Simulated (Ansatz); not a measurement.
# BeGa3, space group I4/mmm: a check of PAW against all-electron LAPW

Computed with Ansatz's Python interface.

Script `paw_lapw_bega3.py`:
```python
"""Checking the PAW result for BeGa3 with LAPW."""

import ansatz as az
from ase import Atoms
import numpy as np

config = {
    "functional": "pbe",
    "filling": "fermi_dirac",
    "sigma": 0.05,
}


def count_gap(report):
    # lowest empty less highest filled band, counting bands; zero where they overlap
    return max(report.get("gap_by_band_count_ev") or 0.0, 0.0)

atoms = Atoms(
    ["Be", "Ga", "Ga", "Ga"],
    scaled_positions=[
        (0.0, 0.0, 0.0),
        (0.75, 0.25, 0.5),
        (0.25, 0.75, 0.5),
        (0.5, 0.5, 0.0),
    ],
    cell=[
        (-2.04362, 2.04362, 3.790685),
        (2.04362, -2.04362, 3.790685),
        (2.04362, 2.04362, -3.790685),
    ],
    pbc=True,
)
crystal = az.Crystal.from_ase(atoms)

calculation = (
    crystal.calculation()
    .functional(config["functional"])
    .kpoints(7)  # the mesh must be finer for metals
    .occupations(config["filling"], width=config["sigma"])
    .stress()
    .forces()  # minus the gradient of the free energy
    .band_table()
)
variants = {
    "PAW": calculation.pseudopotentials("paw"),
    "LAPW": calculation.pseudopotentials("all_electron", lapw=True),
}
# totals differ by the cores that each treatment holds, so compare what does not depend on them
rows = []
for label, variant in variants.items():
    summary = variant.run(threads=1, pin="off").report
    levels = np.array(summary["eigenvalues_ev"][0]) - summary["fermi_energy_ev"]
    print(label, "levels at the first k-point near E_F:", np.round(levels[np.abs(levels) < 5], 3))
    rows.append((label, summary["n_electrons"], np.trace(summary["stress_gpa"]) / 3, float(np.abs(summary["forces_ev_ang"]).max()), count_gap(summary)))
print("     treatment  electrons in bands           P GPa  max force component eV/A  gap by band count eV")
for row in rows:
    print(f"{str(row[0]):>14s}  {row[1]:18.1f}  {row[2]:14.3f}  {row[3]:24.4f}  {row[4]:20.3f}")
```

```console
$ python paw_lapw_bega3.py
DeckWarning: basis.ecutwfc = 420 eV, auto-derived from the records' recommended cutoffs: set by Be (normal level)
PAW levels at the first k-point near E_F: [-1.956 -0.855 -0.686 -0.286 -0.286 -0.025 -0.025  1.201  1.313]
LAPW levels at the first k-point near E_F: [-1.957 -0.852 -0.684 -0.287 -0.287 -0.026 -0.026  1.2    1.312  1.725
  4.684  4.684]
     treatment  electrons in bands           P GPa  max force component eV/A  gap by band count eV
           PAW                41.0          -0.105                    0.0000                 0.000
          LAPW                67.0          -0.082                    0.0000                 0.000
```
(Warnings from the package without file and line.)

PAW gives -0.105 GPa and LAPW -0.082 GPa, 0.023 GPa apart. They took 4.4 and 42.3 s of processor time.

Notes:
- The computed bands are complete only to about 1.3 eV above the Fermi level.
- For a metal this k-point mesh is coarse: on a finer one energies can move by several to tens of meV an atom and pressures by half a GPa or more, differences at one mesh by less.
- A gap by band count of zero or less means overlapping bands, a metal, and at an odd count of electrons it is no gap at all.
- This cell is a computed structure, which may not be the phase found in nature.
- Gaps and levels are Kohn-Sham values on a finite set of k-points, without spin-orbit coupling.
- Pressure is positive in compression; the treatments may keep other shells as core, so totals and counts of electrons can differ.
- The whole script took 48 s on 1 thread of Arm Neoverse V2 (shared host), peak memory 0.68 GiB.
